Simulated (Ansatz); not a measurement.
**C6H7CrN+ (sextet): geometry at several levels**

An exercise on one series of results from a longer session: the logs are not shown, and one member is left open.

Method: the levels named in each step, in Ansatz 0.2.0.

## The system as given

Bond lengths (14 of 16 bonds, heavy atoms first): N1–C2 1.352 Å, C2–C3 1.407 Å, C3–C4 1.399 Å, C4–C5 1.424 Å, C5–C6 1.417 Å, C2–C7 1.410 Å, C6–C7 1.385 Å, C4–Cr8 2.218 Å, C5–Cr8 2.091 Å, N1–H9 1.005 Å, N1–H10 1.005 Å, C3–H11 1.080 Å, C4–H12 1.086 Å, C5–H13 1.086 Å. Angles (14 of 28 angles, heavy atoms first): N1–C2–C3 120.9°, N1–C2–C7 120.7°, C3–C2–C7 118.3°, C2–C3–C4 121.1°, C3–C4–C5 120.4°, C3–C4–Cr8 97.4°, C5–C4–Cr8 65.9°, C4–C5–C6 117.5°, C4–C5–Cr8 75.6°, C6–C5–Cr8 87.9°, C5–C6–C7 121.4°, C2–C7–C6 120.9°, C4–Cr8–C5 38.4°, C2–N1–H9 119.7°.

Structure file:

```xyz
15

N     0.0733   -1.5492    2.4975
C     0.0304   -1.1211    1.2154
C     1.2038   -0.7347    0.5423
C     1.1722   -0.3462   -0.8015
C    -0.0581   -0.3261   -1.5175
C    -1.2419   -0.6174   -0.7947
C    -1.1979   -1.0224    0.5293
Cr   -0.0009    1.5175   -0.5332
H    -0.7482   -1.9503    2.9162
H     0.9582   -1.7550    2.9276
H     2.1532   -0.8221    1.0505
H     2.1067   -0.2688   -1.3491
H    -0.0634   -0.3227   -2.6035
H    -2.1846   -0.6509   -1.3258
H    -2.1045   -1.3208    1.0332
```

The first run:

input.yaml reads:

```yaml
crystal:
  periodic: [false, false, false]
  atoms:
    - { symbol: "N", position_ang: [0.07965417, -1.50355678, 2.49916968] }
    - { symbol: C, position_ang: [0.04185895, -1.11116718, 1.2028913] }
    - { symbol: C, position_ang: [1.24171871, -0.77254685, 0.4918559] }
    - { symbol: C, position_ang: [1.20558961, -0.46003974, -0.88438861] }
    - { symbol: C, position_ang: [-0.02592936, -0.41460029, -1.5950789] }
    - { symbol: C, position_ang: [-1.22746567, -0.67748306, -0.88045824] }
    - { symbol: C, position_ang: [-1.20238556, -0.98780898, 0.49772227] }
    - { symbol: Cr, position_ang: [-0.19718327, 1.31074427, -0.02344745] }
    - { symbol: H, position_ang: [-0.7626199, -1.82501514, 2.97434822] }
    - { symbol: H, position_ang: [0.96757782, -1.6705556, 2.97067147] }
    - { symbol: H, position_ang: [2.21112617, -0.82788293, 1.00978502] }
    - { symbol: H, position_ang: [2.15092997, -0.26496345, -1.4136447] }
    - { symbol: H, position_ang: [-0.04534872, -0.21765183, -2.67621615] }
    - { symbol: H, position_ang: [-2.19435781, -0.65537705, -1.40616221] }
    - { symbol: H, position_ang: [-2.14489509, -1.2123554, 1.01963241] }
magnetization:
  spin_polarized: true
  initial_magnetization: 5
total_charge: 1
basis:
  gaussian: { orbitals: STO-3G }
hamiltonian:
  xc: hf
relax:
  f_tol: 0.004
  max_steps: 150
```

On the command line:

```console
> ansatz run input.yaml --threads 4 --pin off --max-ram 10240MiB --backend cpu --events-out ev --progress --plain --runs-dir out
```

Steps of the session up to this table: Relaxation, HF/STO-3G; Relaxation, HF/def2-SVP; Relaxation, LDA/def2-SVP; Relaxation, PBE-D4/def2-SVP.

One table of the session follows, with a row left open; its other results are not shown here.

| level | N1–C2 (Å) | C2–C3 (Å) | C2–C7 (Å) |
| --- | --- | --- | --- |
| HF/STO-3G | 1.4225 | 1.4279 | 1.4279 |
| HF/def2-SVP | 1.3666 | 1.4109 | 1.4109 |
| LDA/def2-SVP | 1.3408 | 1.4281 | 1.4282 |
| PBE-D4/def2-SVP | ? | ? | ? |

Q: Estimate the row for PBE-D4/def2-SVP from the others.

**Answer.** N1–C2 (Å): 1.3550; C2–C3 (Å): 1.4355; C2–C7 (Å): 1.4355. In the column «N1–C2 (Å)» it lies between LDA/def2-SVP (1.3408) and HF/def2-SVP (1.3666).
